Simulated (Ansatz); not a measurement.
# CH7BOSi, SMILES OBC[SiH3]: an atomisation energy

Computed with the Python package of Ansatz (0.2.0).

Run as a notebook:

**Cell 1**
```python
from collections import Counter

import ansatz as az
```

**Cell 2**
```python
def single_point(molecule, charge=0, unpaired=0):
    calc = molecule.calculation().basis(gaussian="pcseg-2").functional("hf")
    if charge:
        calc = calc.charge(charge)
    if unpaired:
        calc = calc.spin("collinear", total=unpaired)
    report = calc.run(threads=1).report
    if report["published_state_doubts"]:
        print("  doubts:", report["published_state_doubts"])
    return report["free_energy_ev"]
```

**Cell 3**
```python
geometry_ang = [
    ("O", (-0.9148, 1.718, 0.0373)),
    ("B", (-0.2611, 0.9626, 1.027)),
    ("C", (0.4475, -0.3973, 0.6382)),
    ("Si", (0.3981, -0.8133, -1.1694)),
    ("H", (-1.891, 1.4147, 0.0256)),
    ("H", (-0.2226, 1.3604, 2.1449)),
    ("H", (0.0664, -1.2203, 1.2544)),
    ("H", (1.5949, -0.2905, 0.8991)),
    ("H", (1.0307, -2.0706, -1.3904)),
    ("H", (-1.0944, -0.9696, -1.4924)),
    ("H", (0.9116, 0.249, -1.9538)),
]
system = az.Crystal.molecule()
for symbol, xyz in geometry_ang:
    system = system.atom(symbol, xyz)
```

**Cell 4**
```python
# Hund ground states
unpaired = {"O": 2, "B": 1, "C": 2, "Si": 2, "H": 1}
counts = Counter(site.symbol for site in system.cartesian_sites)
atom_energy = {s: single_point(az.Crystal.molecule().atom(s, (0, 0, 0)), 0, unpaired[s]) for s in counts}
whole = single_point(system, 0, 0)
for s, e in atom_energy.items():
    print(f"{s:2s} x{counts[s]}  {e:14.5f} eV")
print(f"CH7BOSi: {whole:.5f} eV")
split = sum(counts[s] * e for s, e in atom_energy.items()) - whole
print(f"atomisation energy (no zero-point term): {split:.3f} eV, {split / sum(counts.values()):.3f} eV an atom")
```
Output:
```text
O  x1     -2035.71309 eV
B  x1      -667.47373 eV
C  x1     -1025.57193 eV
Si x1     -7859.95751 eV
H  x7       -13.60238 eV
CH7BOSi: -11714.49319 eV
atomisation energy (no zero-point term): 30.560 eV, 2.778 eV an atom
```

30.560 eV from the electronic energies, without the zero-point term.

What to keep in mind:
- Total energies depend on the basis set; only differences at equal settings carry meaning.
- The geometry is a force-field or estimated start, not a minimum of this method, and the basis set is short of its limit. All parts are taken at fixed geometry, without zero-point energy.
- Hartree-Fock leaves correlation out, so bond, atomisation and ionisation energies come out well too low.
- Hardware and time: 3.5 s on 1 thread of Arm Neoverse V1, on a shared host, peak memory 0.4 GiB.
